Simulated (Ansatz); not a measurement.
SrC2, space group I4/mmm: an equation of state with a fit, run with Ansatz 0.2.0 through its Python package.

`eos_src2.py`
```python
import warnings

import ansatz as az
from ase.eos import EquationOfState
from ase.units import GPa
import numpy as np

vectors0 = np.array([
    [-2.05715, 2.05715, 3.383],
    [2.05715, -2.05715, 3.383],
    [2.05715, 2.05715, -3.383],
])
sites = [
    ("Sr", (0.0, 0.0, 0.0)),
    ("C", (0.412, 0.412, 0.0)),
    ("C", (0.588, 0.588, 0.0)),
]


def make_crystal(cell):
    crystal = az.Crystal(lattice=az.Lattice.of(cell))
    for symbol, position in sites:
        crystal = crystal.atom(symbol, position)
    return crystal

warnings.simplefilter("ignore", az.DeckWarning)

volumes, energies = [], []
for scale in np.linspace(0.88, 1.12, 7):
    cell = vectors0 * scale ** (1 / 3)
    setup = (
        make_crystal(cell).calculation()
        .functional("PBEsol")
        .occupations("fixed")
        .basis(450)
        .pseudopotentials("paw")
        .kpoints(6, 6, 6)
    )
    data = setup.run(threads=1).report
    volumes.append(abs(np.linalg.det(cell)) / len(sites))
    energies.append(data["free_energy_ev"] / len(sites))
    print(f"V = {volumes[-1]:8.4f} A^3/atom  F = {energies[-1]:.5f} eV/atom")

eos = EquationOfState(volumes, energies, eos="murnaghan")
v0, e0, bulk = eos.fit()
print(f"V0 = {v0:.4f} A^3/atom, E0 = {e0:.5f} eV/atom, B = {bulk / GPa:.1f} GPa")
```

Estimate the equilibrium volume and the bulk modulus.

A third-order Birch-Murnaghan fit through the 7 points (the script's own form differs a little) has its minimum at 20.28 Å³ an atom, 6.2 % above the typed cell, with a bulk modulus of 74 GPa and dB/dP = 3.8. From that minimum the energy rises by 186.0 meV an atom on the compressed side and 12.6 meV on the expanded side. The window is off centre, so dB/dP is rough.

What the script printed:

```console
$ python eos_src2.py
V =  16.7979 A^3/atom  F = -1328.19461 eV/atom
V =  17.5615 A^3/atom  F = -1328.27496 eV/atom
V =  18.3250 A^3/atom  F = -1328.32955 eV/atom
V =  19.0885 A^3/atom  F = -1328.36282 eV/atom
V =  19.8521 A^3/atom  F = -1328.37841 eV/atom
V =  20.6156 A^3/atom  F = -1328.37931 eV/atom
V =  21.3792 A^3/atom  F = -1328.36795 eV/atom
V0 = 20.2816 A^3/atom, E0 = -1328.38059 eV/atom, B = 74.0 GPa
```

What to keep in mind:
- Total energies depend on the potentials; only differences at equal settings carry meaning.
- Shape and fractional positions are held along the curve, so the bulk modulus is an upper value where they are free to relax, by a factor of two or more in layered or hydrogen-bonded cells.
- The structure is a deposited one; some such entries were measured under pressure or heat, so a shift against it needn't be the functional's error alone.
- Finished in 7.8 s on 1 thread of Arm Neoverse V2, on a shared host, peak memory 0.38 GiB.

(Lines on the test bed's own set-up are left out of the output.)
